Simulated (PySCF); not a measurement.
# CuO: a composite coupled-cluster curve

What constants does extrapolated CCSD(T) give for CuO, and what does each step add?

The runs use PySCF 2.14.0; CCSD(T) on ROHF, scalar-relativistic core potentials.

## (1) Set-up

- molecule: CuO
- state: doublet, unpaired electrons π ↑
- smaller basis: Cu aug-cc-pVDZ-PP with ECP10, O aug-cc-pVDZ
- larger basis: Cu aug-cc-pVTZ-PP with ECP10, O aug-cc-pVTZ
- frozen core orbitals: 5
- extrapolation: correlation as n⁻³ (n = 2, 3), Hartree–Fock as (n+1)·exp(−9√n)
- corrections: none
- distances (Å): 1.5196, 1.5886, 1.6577, 1.7268, 1.7958, 1.8822, 1.9685
- masses (u): 62.9296, 15.9949
- dissociation limit: Cu + O

Run with:

```bash
$ OMP_NUM_THREADS=4 python comp.py task.json out
```

## (2) The runs

What does the calculation give? Wanted: for each run, Re; ωe; ωexe; αe; De.

As calculated:

| level | Re (Å) | ωe (cm⁻¹) | ωexe (cm⁻¹) | αe (cm⁻¹) | De (eV) |
| --- | --- | --- | --- | --- | --- |
| CCSD(T)/aug-cc-pVDZ(-PP) | 1.7466 | 595.6 | 3.84 | 0.00450 | 2.587 |
| CCSD(T)/aug-cc-pVTZ(-PP) | 1.7311 | 619.8 | 4.07 | 0.00452 | 2.744 |
| HF/CBS | 1.8442 | 566.6 | 2.99 | 0.00317 | 0.784 |
| MP2/CBS | 1.7160 | 648.5 | 3.68 | 0.00405 | 2.930 |
| CCSD/CBS | 1.7511 | 606.8 | 3.33 | 0.00386 | 2.550 |
| CCSD(T)/CBS | 1.7272 | 627.6 | 4.10 | 0.00448 | 2.809 |

**Reading.** The last step gives Re = 1.7272 Å, ωe = 627.6 cm⁻¹ and De = 2.809 eV; the smaller basis alone is off from it by +19.3 mÅ and -0.22 eV. Near the minimum the mean field binds by 0.66 eV and correlation adds 2.15 eV of binding. T1 is 0.056, large enough to doubt a single reference. Spin–orbit coupling and excitations beyond (T) are left out.
